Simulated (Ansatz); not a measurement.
# BH8NOSi: search for a transition state

Aim: find the saddle point of a four-centre ligand exchange that is to form B1–O6, N2–H5 and break B1–N2, H5–O6, prove it by its vibrations, and relax downhill on both sides to see what it joins.

Program: Ansatz 0.2.0, Gaussian basis. Level of theory: PBE0-D4, def2-SVP first, then def2-TZVP. These are calculated values, not measurements.

152 further runs of the same task are left out: 152 set aside as unsound or not needed.

**1. Where the work starts**

The guess: 12 atoms, charge 0, spin multiplicity 1.

Atoms are counted from 1 here; the program's logs count them from 0.

Bond lengths: B1–N2 1.542 Å, B1–H3 1.181 Å, B1–H4 1.182 Å, B1–O6 1.632 Å, N2–H8 1.009 Å, N2–H9 1.009 Å, H5–O6 1.091 Å, O6–Si7 1.624 Å, Si7–H10 1.464 Å, Si7–H11 1.464 Å, Si7–H12 1.460 Å. Angles: N2–B1–H3 114.7°, N2–B1–H4 114.7°, N2–B1–O6 90.5°, H3–B1–H4 117.2°, H3–B1–O6 107.4°, H4–B1–O6 108.4°, B1–N2–H8 117.6°, B1–N2–H9 117.6°, H8–N2–H9 108.7°, B1–O6–H5 75.1°, B1–O6–Si7 142.5°, H5–O6–Si7 134.2°, O6–Si7–H10 102.8°, O6–Si7–H11 111.4°, O6–Si7–H12 108.4°, H10–Si7–H11 110.7°, H10–Si7–H12 112.7°, H11–Si7–H12 110.7°.

Coordinates:

| atom | x (Å) | y (Å) | z (Å) |
| --- | --- | --- | --- |
| B1 | 0.8997 | -0.8188 | -0.0243 |
| N2 | 1.7631 | 0.3866 | -0.4460 |
| H3 | 1.2353 | -1.3395 | 0.9816 |
| H4 | 0.5680 | -1.5242 | -0.9131 |
| H5 | 0.4525 | 0.8354 | -0.0239 |
| O6 | -0.3421 | 0.1780 | 0.3316 |
| Si7 | -1.9639 | 0.2646 | 0.3398 |
| H8 | 2.5696 | 0.6040 | 0.1202 |
| H9 | 2.0211 | 0.4584 | -1.4190 |
| H10 | -2.2112 | 1.6801 | 0.6209 |
| H11 | -2.5262 | -0.1104 | -0.9594 |
| H12 | -2.4659 | -0.6143 | 1.3915 |

Distances that are to change: B1–O6 1.63 Å, N2–H5 1.45 Å, B1–N2 1.54 Å, H5–O6 1.09 Å.

**2. Constrained relaxation of the guess**

hold/in.yaml

```yaml
crystal:
  periodic: [false, false, false]
  atoms:
    - {symbol: B, position_ang: [0.899700, -0.818800, -0.024300]}
    - {symbol: N, position_ang: [1.763100, 0.386600, -0.446000]}
    - {symbol: H, position_ang: [1.235300, -1.339500, 0.981600]}
    - {symbol: H, position_ang: [0.568000, -1.524200, -0.913100]}
    - {symbol: H, position_ang: [0.452500, 0.835400, -0.023900]}
    - {symbol: O, position_ang: [-0.342100, 0.178000, 0.331600]}
    - {symbol: Si, position_ang: [-1.963900, 0.264600, 0.339800]}
    - {symbol: H, position_ang: [2.569600, 0.604000, 0.120200]}
    - {symbol: H, position_ang: [2.021100, 0.458400, -1.419000]}
    - {symbol: H, position_ang: [-2.211200, 1.680100, 0.620900]}
    - {symbol: H, position_ang: [-2.526200, -0.110400, -0.959400]}
    - {symbol: H, position_ang: [-2.465900, -0.614300, 1.391500]}
basis:
  gaussian: {orbitals: def2-SVP}
hamiltonian: {xc: pbe0, dispersion: d4}
relax: {f_tol: 0.04, max_steps: 150, escape_saddle: false, constraints: [{distance: [0, 5]}, {distance: [1, 4]}, {distance: [0, 1]}, {distance: [4, 5]}]}
```

The run is started by

```console
$ ansatz run in.yaml --threads 4 --pin off --events-out ev --progress --plain --max-ram 9574MiB
```

Output, shortened:

```text
Functional definition: PBE0
  name "PBE0"
  cite "Adamo & Barone, J. Chem. Phys. 110, 6158 (1999) doi:10.1063/1.478522"
  cite "Perdew, Burke & Ernzerhof, Phys. Rev. Lett. 77, 3865 (1996) doi:10.1103/PhysRevLett.77.3865"
  parent pbe
[...]
1073 factors; integrals over basis functions are off by at most 5.8e-4 eV
[...]
mean field -12208.11242724 eV, -448.6398567452 hartree, gradient 5.4e-6 eV, S^2 0.000000; 0 other end points of the search recorded, 0 dependent functions left out
[...]
reference -12208.11245701 eV, -448.6398578392 hartree; 21, 21 occupied and 79, 79 virtual orbitals, 1073 factors
[...]
Atom 4 at     0.531288     0.932112     0.039537 Å, force     0.062341     0.235261    -0.086154 eV/Å
Atom 5 at    -0.223396     0.378917     0.600226 Å, force    -0.368674     0.007173     0.227613 eV/Å
Atom 6 at    -1.886710     0.284126     0.302797 Å, force    -0.006983    -0.003218     0.005328 eV/Å
Atom 7 at     2.627948     0.506527    -0.119913 Å, force    -0.006464    -0.000770    -0.002232 eV/Å
Atom 8 at     1.822656     0.282560    -1.547852 Å, force    -0.001176    -0.000751     0.006879 eV/Å
Atom 9 at    -2.497797     1.562961     0.762822 Å, force     0.004186    -0.001568    -0.002653 eV/Å
Atom 10 at    -2.144872     0.095369    -1.154688 Å, force     0.001639     0.001199     0.005700 eV/Å
Atom 11 at    -2.421069    -0.862999     1.083075 Å, force     0.004535     0.002071    -0.007433 eV/Å
Dipole moment:     0.012868     0.394203    -0.259588 e Å
```

Wall time 1.9 min (4 threads of Intel Xeon at 2.50GHz, shared host).

Step by step:

| step | energy from step 1 (eV) | largest force component (eV/Å) |
| --- | --- | --- |
| 1 | 0.0000 | 1.0591 |
| 2 | -0.1093 | 0.8760 |
| 3 | -0.1329 | 0.2627 |
| 4 | -0.1386 | 0.2600 |
| 5 | -0.1413 | 0.1051 |
| 6 | -0.1492 | 0.0787 |
| 7 | -0.1542 | 0.1246 |
| 8 | -0.1546 | 0.1711 |
| 9 | -0.1575 | 0.1389 |
| 10 | -0.1596 | 0.0115 |
| 11 | -0.1602 | 0.0179 |
| 12 | -0.1602 | 0.0436 |
| 13 | -0.1604 | 0.0074 |

Close pairs (by a distance rule), those that changed most:

| bond | before (Å) | after (Å) | change (Å) |
| --- | --- | --- | --- |
| O6–Si7 | 1.624 | 1.692 | +0.068 |
| B1–H4 | 1.182 | 1.222 | +0.040 |
| B1–H3 | 1.181 | 1.215 | +0.033 |
| Si7–H11 | 1.464 | 1.492 | +0.028 |
| Si7–H12 | 1.460 | 1.487 | +0.027 |
| Si7–H10 | 1.464 | 1.490 | +0.026 |
| N2–H8 | 1.009 | 1.016 | +0.007 |
| N2–H9 | 1.009 | 1.016 | +0.007 |

**3. Force constants to start from**

hessian/in.yaml

```yaml
crystal:
  periodic: [false, false, false]
  atoms:
    - {symbol: B, position_ang: [0.851538, -0.752471, 0.123969]}
    - {symbol: N, position_ang: [1.718014, 0.336700, -0.538759]}
    - {symbol: H, position_ang: [1.330197, -1.266088, 1.115272]}
    - {symbol: H, position_ang: [0.292204, -1.497814, -0.666586]}
    - {symbol: H, position_ang: [0.531288, 0.932112, 0.039537]}
    - {symbol: O, position_ang: [-0.223396, 0.378917, 0.600226]}
    - {symbol: Si, position_ang: [-1.886710, 0.284126, 0.302797]}
    - {symbol: H, position_ang: [2.627948, 0.506527, -0.119913]}
    - {symbol: H, position_ang: [1.822656, 0.282560, -1.547852]}
    - {symbol: H, position_ang: [-2.497797, 1.562961, 0.762822]}
    - {symbol: H, position_ang: [-2.144872, 0.095369, -1.154688]}
    - {symbol: H, position_ang: [-2.421069, -0.862999, 1.083075]}
basis:
  gaussian: {orbitals: def2-SVP}
hamiltonian: {xc: pbe0, dispersion: d4}
phonons: {}
scf: {lower_state_search: off}
```

The run is started by

```console
$ ansatz run in.yaml --threads 4 --pin off --events-out ev --progress --plain --max-ram 9574MiB
```

Output, shortened:

```text
[... 5 set-up lines as earlier in the session ...]
[...]
1078 factors; integrals over basis functions are off by at most 6.0e-4 eV
[...]
mean field -12208.26885498 eV, -448.6456053589 hartree, gradient 6.8e-6 eV, S^2 0.000000; 0 other end points of the search recorded, 0 dependent functions left out
[...]
WARN: phonons: modes at or below zero, which the zero-point energy, F, S and C_V leave out: 1, the lowest at -690.63 cm⁻¹. A minimum has none, and a first-order saddle one
[...]
Atom 11 at    -2.421069    -0.862999     1.083075 Å, force     0.004558     0.002041    -0.007483 eV/Å
Dipole moment:     0.012870     0.394205    -0.259588 e Å
Vibrations: -690.63 65.17 121.48 160.48 381.69 563.63 631.05 714.38 725.87 742.56 803.64 898.44 936.28 942.16 951.89 957.87 984.94 1106.08 1175.50 1223.00 1247.95 1579.50 2175.63 2250.18 2261.29 2280.66 2492.29 2581.65 3581.71 3671.77 cm⁻¹, zero-point energy 2.368640 eV
Checks for a lower state left out: stability, starts, cluster_reference, orbital_swaps, neighbouring_geometries, increment
```

Run time: 4.8 min. Hardware: 4 threads of Intel Xeon at 2.50GHz, shared host.

The structure is not stationary yet, so these wavenumbers are no spectrum; the search needs only the force constants.

**4. Saddle search in the small basis**

A small driver takes partitioned rational-function steps: uphill along one mode, downhill along the rest. It calls the program once a step for energy and forces and updates the Hessian by Bofill's formula. It stops when the largest force is under 0.04 eV/Å and the followed curvature is negative. The first step's input:

presaddle/in.yaml

```yaml
crystal:
  periodic: [false, false, false]
  atoms:
    - {symbol: B, position_ang: [0.851538, -0.752471, 0.123969]}
    - {symbol: N, position_ang: [1.718014, 0.336700, -0.538759]}
    - {symbol: H, position_ang: [1.330197, -1.266088, 1.115272]}
    - {symbol: H, position_ang: [0.292204, -1.497814, -0.666586]}
    - {symbol: H, position_ang: [0.531288, 0.932112, 0.039537]}
    - {symbol: O, position_ang: [-0.223396, 0.378917, 0.600226]}
    - {symbol: Si, position_ang: [-1.886710, 0.284126, 0.302797]}
    - {symbol: H, position_ang: [2.627948, 0.506527, -0.119913]}
    - {symbol: H, position_ang: [1.822656, 0.282560, -1.547852]}
    - {symbol: H, position_ang: [-2.497797, 1.562961, 0.762822]}
    - {symbol: H, position_ang: [-2.144872, 0.095369, -1.154688]}
    - {symbol: H, position_ang: [-2.421069, -0.862999, 1.083075]}
basis:
  gaussian: {orbitals: def2-SVP}
hamiltonian: {xc: pbe0, dispersion: d4}
output: {forces: true}
scf: {lower_state_search: off}
```

The run is started by

```console
$ ansatz run in.yaml --threads 4 --pin off --events-out ev --progress --plain --max-ram 9574MiB
```

The driver's record:

| step | energy (eV) | largest force (eV/Å) | followed curvature (eV/Å²) |
| --- | --- | --- | --- |
| 1 | -12208.44164 | 0.3687 | -3.29 |
| 2 | -12208.44610 | 0.0323 | -3.82 |

The 2 steps took 5.1 s in all (4 threads of Intel Xeon at 2.50GHz, shared host).

**5. Saddle search in triple zeta**

The search itself is an outer loop (partitioned rational-function steps, Bofill update of the Hessian). Each step is one single-point run with forces. It stops when the largest force is under 0.018 eV/Å and the followed curvature is negative. The first step's input:

saddle/in.yaml

```yaml
crystal:
  periodic: [false, false, false]
  atoms:
    - {symbol: B, position_ang: [0.853802, -0.759879, 0.126722]}
    - {symbol: N, position_ang: [1.720477, 0.331537, -0.539743]}
    - {symbol: H, position_ang: [1.332123, -1.264812, 1.121534]}
    - {symbol: H, position_ang: [0.297895, -1.505628, -0.663887]}
    - {symbol: H, position_ang: [0.553018, 0.932927, 0.017820]}
    - {symbol: O, position_ang: [-0.230077, 0.386806, 0.599431]}
    - {symbol: Si, position_ang: [-1.890438, 0.287110, 0.305874]}
    - {symbol: H, position_ang: [2.625578, 0.514383, -0.116115]}
    - {symbol: H, position_ang: [1.825787, 0.278914, -1.548629]}
    - {symbol: H, position_ang: [-2.509780, 1.558954, 0.774971]}
    - {symbol: H, position_ang: [-2.154371, 0.108439, -1.152443]}
    - {symbol: H, position_ang: [-2.424016, -0.868851, 1.074364]}
basis:
  gaussian: {orbitals: def2-TZVP}
hamiltonian: {xc: pbe0, dispersion: d4}
output: {forces: true}
scf: {lower_state_search: off}
```

The run is started by

```console
$ ansatz run in.yaml --threads 4 --pin off --events-out ev --progress --plain --max-ram 9574MiB
```

The driver's record:

| step | energy (eV) | largest force (eV/Å) | followed curvature (eV/Å²) |
| --- | --- | --- | --- |
| 1 | -12216.26466 | 0.5830 | -3.82 |
| 2 | -12216.28280 | 0.0583 | -4.02 |
| 3 | -12216.28299 | 0.0259 | -4.55 |
| 4 | -12216.28309 | 0.0124 | -4.78 |

The 4 steps took 22 s in all (4 threads of Intel Xeon at 2.50GHz, shared host).

The point found:

```mol
BH8NOSi
  3D, bonds by distance, orders not assigned

 12 11  0  0  0  0  0  0  0  0999 V2000
    0.8461   -0.7658    0.1495 B   0  0
    1.6892    0.3229   -0.5516 N   0  0
    1.3451   -1.2488    1.1287 H   0  0
    0.2742   -1.5131   -0.6067 H   0  0
    0.5532    0.9163    0.0287 H   0  0
   -0.2295    0.3837    0.6445 O   0  0
   -1.8543    0.2896    0.2991 Si  0  0
    2.5949    0.5284   -0.1559 H   0  0
    1.7560    0.2796   -1.5576 H   0  0
   -2.4933    1.5401    0.7771 H   0  0
   -2.0677    0.1503   -1.1648 H   0  0
   -2.4139   -0.8832    1.0088 H   0  0
  1  2  8  0
  1  3  8  0
  1  4  8  0
  1  6  8  0
  2  8  8  0
  2  9  8  0
  5  6  8  0
  6  7  8  0
  7 10  8  0
  7 11  8  0
  7 12  8  0
M  END
```

Followed mode, largest move set to 1: H5 (0.86, -0.19, -0.48); B1 (-0.30, 0.00, 0.17); N2 (-0.22, 0.21, 0.10); H8 (-0.19, 0.13, 0.08).

**6. Vibrations at the point found**

vib/in.yaml

```yaml
crystal:
  periodic: [false, false, false]
  atoms:
    - {symbol: B, position_ang: [0.846135, -0.765809, 0.149527]}
    - {symbol: N, position_ang: [1.689207, 0.322925, -0.551564]}
    - {symbol: H, position_ang: [1.345112, -1.248757, 1.128740]}
    - {symbol: H, position_ang: [0.274182, -1.513064, -0.606671]}
    - {symbol: H, position_ang: [0.553224, 0.916270, 0.028691]}
    - {symbol: O, position_ang: [-0.229527, 0.383654, 0.644488]}
    - {symbol: Si, position_ang: [-1.854324, 0.289585, 0.299101]}
    - {symbol: H, position_ang: [2.594900, 0.528433, -0.155934]}
    - {symbol: H, position_ang: [1.756009, 0.279554, -1.557645]}
    - {symbol: H, position_ang: [-2.493339, 1.540079, 0.777144]}
    - {symbol: H, position_ang: [-2.067653, 0.150260, -1.164806]}
    - {symbol: H, position_ang: [-2.413925, -0.883229, 1.008828]}
basis:
  gaussian: {orbitals: def2-TZVP}
hamiltonian: {xc: pbe0, dispersion: d4}
phonons: {temperatures: {t_min: 298.15, t_max: 900, t_step: 200}}
```

The run is started by

```console
$ ansatz run in.yaml --threads 4 --pin off --events-out ev --progress --plain --max-ram 9574MiB
```

Output, shortened:

```text
[... 5 set-up lines as earlier in the session ...]
[...]
1095 factors; their error is unknown
[...]
mean field -12216.10887798 eV, -448.9337208897 hartree, gradient 1.3e-5 eV, S^2 0.000000; 0 other end points of the search recorded, 0 dependent functions left out
[...]
WARN: phonons: modes at or below zero, which the zero-point energy, F, S and C_V leave out: 1, the lowest at -1052.20 cm⁻¹. A minimum has none, and a first-order saddle one
[...]
Atom 9 at    -2.493339     1.540079     0.777144 Å, force    -0.001658     0.000214     0.000533 eV/Å
Atom 10 at    -2.067653     0.150260    -1.164806 Å, force     0.001775     0.000960     0.002913 eV/Å
Atom 11 at    -2.413925    -0.883229     1.008828 Å, force     0.001780     0.002881    -0.003855 eV/Å
Dipole moment:     0.118845     0.349793    -0.278140 e Å
Vibrations: -1052.20 81.25 123.54 164.26 414.41 532.05 603.81 715.38 727.67 737.97 808.72 882.25 919.91 948.67 954.70 959.99 978.94 1109.12 1160.22 1223.52 1320.60 1605.23 1962.70 2229.91 2243.24 2259.87 2507.97 2590.57 3575.06 3663.43 cm⁻¹, zero-point energy 2.356007 eV
```

It took 5.3 min on 4 threads of Intel Xeon at 2.50GHz, shared host.

The modes, with what each moves most:

| mode | wavenumber (cm⁻¹) | character |
| --- | --- | --- |
| 1 | 1052i | changes N2–H5, H5–O6 |
| 2 | 81 | torsion |
| 3 | 124 | torsion |
| 4 | 164 | bend with torsion |
| 5 | 414 | torsion |
| 6 | 532 | B–O stretch |
| 7 | 604 | bend with Si–O stretch |
| 8 | 715 | bend |
| 9 | 728 | bend |
| 10 | 738 | bend |
| 11 | 809 | torsion with bend |
| 12 | 882 | bend with torsion |
| 13 | 920 | B–N stretch |
| 14 | 949 | bend with torsion |
| 15 | 955 | bend with torsion |
| 16 | 960 | bend with Si–O stretch |
| 17 | 979 | bend |
| 18 | 1109 | bend |
| 19 | 1160 | bend |
| 20 | 1224 | bend |
| 21 | 1321 | bend |
| 22 | 1605 | bend |
| 23 | 1963 | O–H stretch with bend |
| 24 | 2230 | Si–H stretch |
| 25 | 2243 | Si–H stretch |
| 26 | 2260 | Si–H stretch |
| 27 | 2508 | B–H stretch |
| 28 | 2591 | B–H stretch |
| 29 | 3575 | N–H stretch |
| 30 | 3663 | N–H stretch |

Vibrational sums (real modes only):

| T (K) | entropy (J/mol/K) | heat capacity (J/mol/K) |
| --- | --- | --- |
| 298 | 55.5 | 66.9 |
| 498 | 101.8 | 114.4 |
| 698 | 145.8 | 146.4 |
| 898 | 185.6 | 168.7 |

**7. Relaxing after a step of 0.30 Å one way along the mode**

downa/in.yaml

```yaml
crystal:
  periodic: [false, false, false]
  atoms:
    - {symbol: B, position_ang: [0.757290, -0.765303, 0.201986]}
    - {symbol: N, position_ang: [1.623320, 0.384862, -0.521813]}
    - {symbol: H, position_ang: [1.346295, -1.250276, 1.135513]}
    - {symbol: H, position_ang: [0.286781, -1.534922, -0.602098]}
    - {symbol: H, position_ang: [0.809759, 0.858423, -0.115680]}
    - {symbol: O, position_ang: [-0.230175, 0.347033, 0.626748]}
    - {symbol: Si, position_ang: [-1.839875, 0.279018, 0.309804]}
    - {symbol: H, position_ang: [2.538679, 0.568882, -0.132730]}
    - {symbol: H, position_ang: [1.708544, 0.309564, -1.529985]}
    - {symbol: H, position_ang: [-2.480679, 1.532480, 0.790147]}
    - {symbol: H, position_ang: [-2.077077, 0.161109, -1.158775]}
    - {symbol: H, position_ang: [-2.442862, -0.890970, 0.996781]}
basis:
  gaussian: {orbitals: def2-TZVP}
hamiltonian: {xc: pbe0, dispersion: d4}
relax: {f_tol: 0.005, max_steps: 200}
```

The run is started by

```console
$ ansatz run in.yaml --threads 4 --pin off --events-out ev --progress --plain --max-ram 9574MiB
```

Output, shortened:

```text
[... 5 set-up lines as earlier in the session ...]
[...]
1095 factors; their error is unknown
[...]
mean field -12216.31671293 eV, -448.9413586834 hartree, gradient 1.2e-5 eV, S^2 0.000000; 0 other end points of the search recorded, 0 dependent functions left out
[...]
Atom 8 at     1.654771     0.947680    -1.215461 Å, force    -0.000600     0.000796     0.000221 eV/Å
Atom 9 at    -2.751814     1.431247     0.424358 Å, force     0.000135    -0.000004     0.000517 eV/Å
Atom 10 at    -2.613541    -0.622513    -0.847222 Å, force     0.000485    -0.000146     0.000320 eV/Å
Atom 11 at    -2.398416    -0.677570     1.550706 Å, force     0.000411     0.000492    -0.000263 eV/Å
Dipole moment:     1.010210     0.502229    -0.275680 e Å
```

It took 4.7 min on 4 threads of Intel Xeon at 2.50GHz, shared host.

Along the way: (not every step is listed) (the energy doesn't fall at every step)

| step | energy from step 1 (eV) | largest force component (eV/Å) |
| --- | --- | --- |
| 1 | 0.0000 | 2.6061 |
| 2 | -0.2771 | 1.1759 |
| 3 | -0.5128 | 1.8650 |
| 4 | -0.7480 | 0.8032 |
| 5 | -0.8378 | 0.6829 |
| 6 | -0.8747 | 0.2837 |
| 7 | -0.9097 | 0.0974 |
| 8 | -0.9368 | 0.0711 |
| 9 | -0.9190 | 0.9265 |
| 12 | -0.9642 | 0.0480 |
| 15 | -0.9658 | 0.0453 |
| 18 | -0.9661 | 0.0120 |
| 21 | -0.9665 | 0.0413 |
| 24 | -0.9669 | 0.0603 |
| 27 | -0.9676 | 0.0115 |
| 30 | -0.9677 | 0.0089 |
| 33 | -0.9679 | 0.0163 |
| 36 | -0.9681 | 0.0265 |
| 39 | -0.9683 | 0.0261 |
| 42 | -0.9684 | 0.0242 |
| 45 | -0.9684 | 0.0125 |
| 46 | -0.9684 | 0.0106 |
| 47 | -0.9684 | 0.0083 |
| 48 | -0.9685 | 0.0076 |
| 49 | -0.9685 | 0.0059 |
| 50 | -0.9685 | 0.0041 |
| 51 | -0.9685 | 0.0015 |

Distances of close pairs at the start and the end, largest changes first:

| bond | before (Å) | after (Å) | change (Å) |
| --- | --- | --- | --- |
| B1–O6 | 1.547 | 1.444 | -0.103 |
| B1–N2 | 1.611 | 1.641 | +0.030 |
| O6–Si7 | 1.642 | 1.622 | -0.020 |
| B1–H3 | 1.206 | 1.219 | +0.014 |
| B1–H4 | 1.208 | 1.220 | +0.012 |
| N2–H5 | 1.025 | 1.016 | -0.009 |
| Si7–H12 | 1.485 | 1.491 | +0.007 |
| N2–H8 | 1.011 | 1.015 | +0.003 |

(Part 1 of 2 ends here.)
